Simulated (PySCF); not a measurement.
# CH₄ClGeNO: electronic excitations and core binding energies

What electronic excitations and core binding energies should CH₄ClGeNO (`O=C[NH][GeH2][Cl]`) show?

Computed with PySCF 2.14.0, with density-fitted response routines of our own, on a single molecule in the gas phase. Atoms count from 0, in the outputs and in this text.

## 1. The molecule as given

9 atoms, charge 0, multiplicity 1; geometry from: GFN2-xTB.

Bonds of the start (Å): O0–C1 1.21, C1–N2 1.34, N2–Ge3 1.87, Ge3–Cl4 2.08, C1–H5 1.10, N2–H6 1.01, Ge3–H7 1.50, Ge3–H8 1.51.

## 2. TDDFT and polarisability: PBE0/def2-SVPD

Job settings and geometry (Å):

```
{"job": {"kind": "uv", "xc": "PBE0", "basis": "def2-SVPD", "nstates": 8, "ntriplets": 3}, "charge": 0, "multiplicity": 1}
O      0.868799     1.450832     0.722753
C      1.359016     0.534832     0.103189
N      0.604216    -0.494979    -0.302454
Ge    -1.200611    -0.292747     0.144057
Cl    -1.994189     1.186592    -1.081112
H      2.430551     0.492079    -0.153788
H      1.023797    -1.244624    -0.829420
H     -1.310082     0.015712     1.603011
H     -1.767934    -1.641704    -0.231414
```

Method: TDDFT PBE0/def2-SVPD, vertical, gas phase, core orbitals frozen in the response.

Output:

```text
coarse grid: 39104 points
cycle   1  E = -2706.4881985508  dE =  1.459e-01  |g| = 8.762e-01  |ddm| = 4.035e+00
cycle   2  E = -2705.9283626456  dE =  5.598e-01  |g| = 1.852e+00  |ddm| = 2.693e+00
cycle   3  E = -2706.6226301600  dE = -6.943e-01  |g| = 2.831e-01  |ddm| = 2.064e+00
cycle   4  E = -2706.6362991953  dE = -1.367e-02  |g| = 8.378e-02  |ddm| = 3.168e-01
cycle   5  E = -2706.6375073956  dE = -1.208e-03  |g| = 2.598e-02  |ddm| = 9.770e-02
cycle   6  E = -2706.6376377772  dE = -1.304e-04  |g| = 5.069e-03  |ddm| = 2.984e-02
cycle   7  E = -2706.6376433944  dE = -5.617e-06  |g| = 1.015e-03  |ddm| = 7.487e-03
final grid: 79680 points
cycle   8  E = -2706.6376464803  dE =  2.760e-07  |g| = 1.679e-03  |ddm| = 4.700e-03
cycle   9  E = -2706.6376447456  dE =  1.735e-06  |g| = 3.438e-03  |ddm| = 4.116e-03
cycle  10  E = -2706.6376470435  dE = -2.298e-06  |g| = 2.423e-04  |ddm| = 2.672e-03
cycle  11  E = -2706.6376470581  dE = -1.455e-08  |g| = 3.990e-05  |ddm| = 3.847e-04
cycle  12  E = -2706.6376470583  dE = -2.674e-10  |g| = 8.423e-06  |ddm| = 5.182e-05
converged SCF energy = -2706.6376470583

Static polarisability (au): isotropic 64.595, principal 56.878 65.720 71.189

Singlet excitations
state   eV       nm        f      main configurations
  1   5.5807    222.2   0.00079   H->L 0.69, H->L+1 0.18
  2   6.5941    188.0   0.03621   H-1->L 0.88, H->L+2 0.09
  3   6.8115    182.0   0.00502   H->L+1 0.57, H->L 0.28
  4   7.1344    173.8   0.00376   H-1->L+1 0.53, H->L+2 0.26
  5   7.1702    172.9   0.02403   H-2->L 0.92
  6   7.2864    170.2   0.01818   H-1->L+2 0.65, H->L+2 0.10
  7   7.4703    166.0   0.02433   H->L+3 0.60, H->L+2 0.20
  8   7.5701    163.8   0.06363   H-3->L 0.34, H-1->L+1 0.21, H-1->L+2 0.18

Triplet excitations (Tamm-Dancoff, eV): 5.0989 5.3669 6.6582
```

Wall time 32 s (1 thread, shared host).

The orbitals next to the gap, with their largest atomic shares:

```
orbital     eV                        atoms
 HOMO−3  -9.41    Cl4 77 %, Ge3 9 %, N2 5 %
 HOMO−2  -9.00  Cl4 64 %, Ge3 17 %, H8 10 %
 HOMO−1  -8.29    N2 45 %, O0 33 %, C1 10 %
   HOMO  -7.95     O0 65 %, C1 13 %, H5 7 %
   LUMO  -0.48  Ge3 24 %, Cl4 21 %, C1 17 %
 LUMO+1   0.16   Ge3 29 %, C1 15 %, O0 10 %
 LUMO+2   0.39  Ge3 24 %, Cl4 15 %, N2 15 %
```

With each of the 8 states as a Gaussian band of 0.4 eV half-width at 1/e, the curve within the window shown has maxima at 167 nm (ε 4,700) L/(mol cm). Beyond the last state computed it falls off for lack of states. The curve at chosen wavelengths:

| nm | ε (L/mol/cm) |
| --- | --- |
| 158 | 1969 |
| 162 | 3673 |
| 165 | 4508 |
| 169 | 4525 |
| 173 | 3679 |
| 176 | 2966 |
| 180 | 2325 |
| 183 | 2096 |
| 187 | 1906 |
| 191 | 1609 |
| 194 | 1287 |
| 198 | 826 |
| 202 | 452 |
| 205 | 263 |
| 209 | 122 |
| 213 | 61 |
| 216 | 44 |
| 220 | 37 |
| 224 | 33 |
| 227 | 30 |
| 231 | 25 |
| 234 | 20 |
| 238 | 14 |
| 242 | 9 |
| 245 | 6 |
| 249 | 4 |

Ground-state properties from the same run:

| property | computed |
| --- | --- |
| dipole moment (D) | 3.88 |
| polarisability (Å³) | 9.57 |
| HOMO–LUMO gap (eV) | 7.48 |
| −ε(HOMO) (eV) | 7.95 |

## 3. Core-electron binding energies: SCAN, X2C

The job, as its differences from that of step 2:

```diff
@@ -1,2 +1,2 @@
-{"job": {"kind": "uv", "xc": "PBE0", "basis": "def2-SVPD", "nstates": 8, "ntriplets": 3}, "charge": 0, "multiplicity": 1}
+{"job": {"kind": "xps"}, "charge": 0, "multiplicity": 1}
 O      0.868799     1.450832     0.722753
```

With the program's defaults for keys left out, this is: delta-SCF UKS SCAN, pcX-2 on the ionised atom, pcseg-1 elsewhere, spin-free X2C.

Output:

```text
ground state, core basis on atom 0 (O), 138 functions
  cycle   1  E = -2725.86007930  |g| = 9.16e-01
  cycle   2  E = -2724.48063168  |g| = 2.55e+00
  cycle   3  E = -2725.98886760  |g| = 3.78e-01
  cycle   4  E = -2726.01335980  |g| = 2.15e-01
  cycle   5  E = -2726.02343515  |g| = 4.07e-02
  cycle   6  E = -2726.02379722  |g| = 1.71e-02
  cycle   7  E = -2726.02388405  |g| = 3.27e-03
  cycle   8  E = -2726.02388820  |g| = 7.85e-04
  cycle   9  E = -2726.02388795  |g| = 1.87e-04
  E(ground) = -2726.16712274 Eh
hole in O 1s of atom 0
  cycle   1  E = -2705.44197933  |g| = 2.22e+00
  cycle   2  E = -2704.85828869  |g| = 2.26e+00
  cycle   3  E = -2706.07256393  |g| = 6.90e-01
  cycle   4  E = -2706.08833841  |g| = 6.15e-01
  cycle   5  E = -2706.27225183  |g| = 7.68e-02
  cycle   6  E = -2706.27446478  |g| = 3.60e-02
  cycle   7  E = -2706.27513872  |g| = 5.45e-03
  cycle   8  E = -2706.27514793  |g| = 2.67e-03
  cycle   9  E = -2706.27515691  |g| = 1.31e-03
  cycle  10  E = -2706.27515860  |g| = 5.65e-04
  cycle  11  E = -2706.27515844  |g| = 3.03e-04
  E(ion) = -2706.41994652 Eh   <S^2> = 0.7651   hole on atom = 1.000   binding energy = 537.348 eV
ground state, core basis on atom 1 (C), 138 functions
  cycle   1  E = -2725.99936765  |g| = 8.54e-02
  cycle   2  E = -2725.99454403  |g| = 1.68e-01
  cycle   3  E = -2725.99997179  |g| = 3.00e-02
  cycle   4  E = -2726.00014332  |g| = 1.00e-02
  cycle   5  E = -2726.00016580  |g| = 1.22e-03
  cycle   6  E = -2726.00016456  |g| = 2.48e-04
  E(ground) = -2726.14599852 Eh
hole in C 1s of atom 1
  cycle   1  E = -2714.65040712  |g| = 1.50e+00
  cycle   2  E = -2712.38049655  |g| = 2.31e+00
  cycle   3  E = -2714.90039019  |g| = 6.75e-01
  cycle   4  E = -2715.12748178  |g| = 4.17e-01
  cycle   5  E = -2715.11856865  |g| = 4.27e-01
  cycle   6  E = -2715.17977933  |g| = 1.93e-01
  cycle   7  E = -2715.19748407  |g| = 2.18e-02
  cycle   8  E = -2715.19770389  |g| = 8.05e-03
  cycle   9  E = -2715.19774656  |g| = 2.80e-03
  cycle  10  E = -2715.19775040  |g| = 1.49e-03
  cycle  11  E = -2715.19775493  |g| = 7.42e-04
  cycle  12  E = -2715.19775580  |g| = 5.41e-04
  cycle  13  E = -2715.19775644  |g| = 3.11e-04
  E(ion) = -2715.34165186 Eh   <S^2> = 0.7775   hole on atom = 1.000   binding energy = 294.001 eV
ground state, core basis on atom 2 (N), 138 functions
  cycle   1  E = -2726.01044107  |g| = 7.64e-02
  cycle   2  E = -2726.01011640  |g| = 4.95e-02
  cycle   3  E = -2726.00988230  |g| = 6.01e-02
  cycle   4  E = -2726.01053941  |g| = 1.55e-02
  cycle   5  E = -2726.01059356  |g| = 1.52e-03
  cycle   6  E = -2726.01059495  |g| = 3.78e-04
  E(ground) = -2726.15418887 Eh
hole in N 1s of atom 2
  cycle   1  E = -2710.39289647  |g| = 1.87e+00
  cycle   2  E = -2709.19468876  |g| = 2.41e+00
  cycle   3  E = -2710.82949750  |g| = 8.19e-01
  cycle   4  E = -2710.92958935  |g| = 6.66e-01
  cycle   5  E = -2711.10205954  |g| = 1.05e-01
  cycle   6  E = -2711.10585951  |g| = 5.08e-02
  cycle   7  E = -2711.10750836  |g| = 8.16e-03
  cycle   8  E = -2711.10755011  |g| = 2.42e-03
  cycle   9  E = -2711.10755189  |g| = 8.35e-04
  cycle  10  E = -2711.10755216  |g| = 3.85e-04
  E(ion) = -2711.24941655 Eh   <S^2> = 0.7663   hole on atom = 1.000   binding energy = 405.580 eV
ground state, core basis on atom 4 (Cl), 149 functions
  cycle   1  E = -2726.18069956  |g| = 4.85e-01
  cycle   2  E = -2726.18081416  |g| = 4.67e-02
  cycle   3  E = -2726.18062214  |g| = 4.58e-02
  cycle   4  E = -2726.18101609  |g| = 2.08e-02
  cycle   5  E = -2726.18109005  |g| = 7.87e-03
  cycle   6  E = -2726.18110411  |g| = 9.91e-04
  cycle   7  E = -2726.18110461  |g| = 1.79e-04
  E(ground) = -2726.31057171 Eh
hole in Cl 1s of atom 4
  cycle   1  E = -2620.98173206  |g| = 5.47e+00
  cycle   2  E = -2621.06337052  |g| = 2.30e+00
  cycle   3  E = -2621.54073378  |g| = 1.18e+00
  cycle   4  E = -2622.10458257  |g| = 5.58e-01
  cycle   5  E = -2622.14884679  |g| = 4.24e-01
  cycle   6  E = -2622.22402194  |g| = 9.09e-02
  cycle   7  E = -2622.22713204  |g| = 3.67e-02
  cycle   8  E = -2622.22770947  |g| = 9.64e-03
  cycle   9  E = -2622.22775405  |g| = 2.06e-03
  cycle  10  E = -2622.22775513  |g| = 5.19e-04
  cycle  11  E = -2622.22775689  |g| = 1.45e-04
  E(ion) = -2622.36567007 Eh   <S^2> = 0.7521   hole on atom = 1.000   binding energy = 2828.485 eV
hole in Cl 2p of atom 4
  cycle   1  E = -2718.11761223  |g| = 1.71e+00
  cycle   2  E = -2717.90931000  |g| = 1.38e+00
  cycle   3  E = -2718.44884570  |g| = 5.15e-01
  cycle   4  E = -2718.55924289  |g| = 2.52e-01
  cycle   5  E = -2718.56977947  |g| = 1.79e-01
  cycle   6  E = -2718.58309417  |g| = 4.73e-02
  cycle   7  E = -2718.58405288  |g| = 1.24e-02
  cycle   8  E = -2718.58411924  |g| = 4.04e-03
  cycle   9  E = -2718.58412715  |g| = 7.34e-04
  cycle  10  E = -2718.58412788  |g| = 1.71e-04
  E(ion) = -2718.72210849 Eh   <S^2> = 0.7518   hole on atom = 1.001   binding energy = 206.493 eV
  2p3/2 = 205.904 eV   2p1/2 = 207.558 eV
```

Run time: 55 s. Hardware: 1 thread, shared host.

Binding energies by hole, beside the orbital energy of the ground state; the difference holds orbital relaxation and, for a density functional, its self-interaction error:

| hole | stands for | environment | ΔSCF (eV; 2p as the shell's mean) | −ε (eV) | ⟨S²⟩ |
| --- | --- | --- | --- | --- | --- |
| O1s on O0 | O0 | amide-type carbonyl oxygen | 537.35 | 516.0 | 0.765 |
| C1s on C1 | C1 | amide carbonyl carbon | 294.00 | 276.5 | 0.777 |
| N1s on N2 | N2 | amide-type nitrogen | 405.58 | 386.8 | 0.766 |
| Cl1s on Cl4 | Cl4 | chlorine bonded to Ge | 2828.48 | 2763.6 | 0.752 |
| Cl2p on Cl4 | Cl4 | chlorine bonded to Ge | 206.46 | 193.4 | 0.752 |

With the spin-orbit splitting: Cl4 2p3/2 205.90, 2p1/2 207.56 eV. The table gives each 2p level as the mean over the whole 2p shell (two parts 2p3/2, one part 2p1/2), which differs a little from the single hole in the log.

## 4. Results

| quantity | value |
| --- | --- |
| lowest singlet (PBE0/def2-SVPD) | 5.58 eV (222 nm), f = 0.001 |
| brightest single state of those computed | state 8, 7.57 eV, f = 0.064 |
| lowest triplet | 5.10 eV |
| O1s binding energies, SCAN/pcX-2 | O0 537.35 eV |
| C1s binding energies, SCAN/pcX-2 | C1 294.00 eV |
| N1s binding energies, SCAN/pcX-2 | N2 405.58 eV |
| Cl1s binding energies, SCAN/pcX-2 | Cl4 2828.48 eV |
| Cl2p binding energies, SCAN/pcX-2 | Cl4 206.46 eV |

The first singlet state (HOMO→LUMO 0.69, HOMO→LUMO+1 0.18) lies at 5.58 eV and is dark; of the 8 states computed, the strongest absorption comes from state 8 at 7.57 eV (the last computed, so partners may be missing). The lowest triplet lies 0.48 eV below the lowest singlet (triplets in Tamm-Dancoff, singlets in full TDDFT).
